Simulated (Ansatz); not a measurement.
# Cl2H3NSi: the cost of one run

Computed with Ansatz 0.2.0, Gaussian basis. Level: PBE0-D4/def2-TZVP structures, single points in def2-TZVPP, no counterpoise correction.

Levels: SPW92, PBE-D4, BLYP-D4, r2SCAN-D4, B97M-V, PBE0-D4, B3LYP-D4, r2SCAN0-D4, BHLYP-D4, CAM-B3LYP-D4, wB97X-V, wB97M-V, B2PLYP, PBE-QIDH, RPA on PBE, Hartree-Fock, MP2, CCSD, CCSD(T).

Cores are frozen in the correlated methods. B3LYP uses VWN-RPA correlation. B2PLYP carries no dispersion term here.

94 further runs of the same task are left out: 94 set aside as unsound or not needed.

### 1 Where the work starts

The complex: 9 atoms, charge 0, spin multiplicity 1.

Atoms are counted from 1 here; the program's logs count them from 0.

Bond lengths: Si1–Cl3 2.044 Å, Si1–Cl4 2.044 Å, Si1–H5 1.474 Å, Si1–N7 1.688 Å, H2–H6 0.747 Å, N7–H8 1.005 Å, N7–H9 1.005 Å. Angles: Cl3–Si1–Cl4 111.6°, Cl3–Si1–H5 106.1°, Cl3–Si1–N7 108.0°, Cl4–Si1–H5 106.1°, Cl4–Si1–N7 108.0°, H5–Si1–N7 117.1°, Si1–N7–H8 123.0°, Si1–N7–H9 123.0°, H8–N7–H9 114.0°.

Geometry (Å):

```xyz
9
charge 0, multiplicity 1
Si   -1.18973   -0.12884   -0.28263
H     2.82003   -1.02183    0.83323
Cl   -0.57331   -1.44264   -1.72257
Cl   -1.39024   -1.04220    1.53534
H    -2.54344    0.30352   -0.67513
H     2.18058   -0.69194    0.63247
N    -0.01215    1.07136   -0.13493
H     0.15053    1.57626    0.71859
H     0.55783    1.37631   -0.90437
```

Its parts: Cl₂H₃NSi holds atoms 1, 3, 4, 5, 7, 8, 9; H₂ holds atoms 2, 6. Each part counts its atoms afresh in its own runs.

### 2 Relaxing Cl₂H₃NSi alone

Input file relax-a/in.yaml:

```yaml
crystal:
  periodic: [false, false, false]
  atoms:
    - {symbol: Si, position_ang: [-1.189730, -0.128844, -0.282633]}
    - {symbol: Cl, position_ang: [-0.573314, -1.442641, -1.722567]}
    - {symbol: Cl, position_ang: [-1.390236, -1.042199, 1.535338]}
    - {symbol: H, position_ang: [-2.543437, 0.303520, -0.675134]}
    - {symbol: N, position_ang: [-0.012151, 1.071359, -0.134933]}
    - {symbol: H, position_ang: [0.150528, 1.576263, 0.718593]}
    - {symbol: H, position_ang: [0.557829, 1.376308, -0.904366]}
basis:
  gaussian: {orbitals: def2-TZVP}
hamiltonian: {xc: pbe0, dispersion: d4}
relax: {f_tol: 0.005, max_steps: 200}
```

Command:

```
$ ansatz run in.yaml --threads 4 --pin off --events-out ev --progress --plain --max-ram 9574MiB
```

**Question.** How long does this run take on 4 threads of Arm Neoverse V2, shared host?

About 18 s.
